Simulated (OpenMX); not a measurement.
The system is Hf.

```
Hf
1.0
     3.19670    0.00000    0.00000
    -1.59835    2.76842    0.00000
     0.00000    0.00000    5.05780
Hf
2
Direct
  0.66667 0.33333 0.75000
  0.33333 0.66667 0.25000
```

```yaml
Program: OpenMX 3.8.5
Task: single point
Functional: PBE
Potentials_or_basis: OpenMX 2013 PBE set, Hf7.0-s3p2d2f1, grid cutoff 400 Ry
k_mesh: 11 × 11 × 5
Occupations: fermi-dirac, width 0.05 eV
Spin: no spin polarisation
```

On this cell: pressure 0.3 GPa; largest force 0.009 eV/Å; band gap on the k mesh none (metal or under the smearing width).

The same run follows on a disturbed copy (atoms moved at random, drawn with an rms of 0.05 Å):

```
Hf
1.0
     3.19670    0.00000    0.00000
    -1.59835    2.76842    0.00000
     0.00000    0.00000    5.05780
Hf
2
Cartesian
  1.5908 0.9587 3.8161
  -0.0345 1.8628 1.2476
```

Question: What changes?

Answer: The energy (extrapolated to zero smearing) moves by +1.9 meV/atom; pressure 0.3 GPa; largest force 0.162 eV/Å; band gap on the k mesh none (metal or under the smearing width).

Forces in eV/Å, atoms in the order of the input:
```
Hf  -0.058 -0.036 -0.145
Hf   0.057  0.038  0.147
```

Caveats: the basis of atomic orbitals isn't converged, which shifts pressures, moduli and gaps.
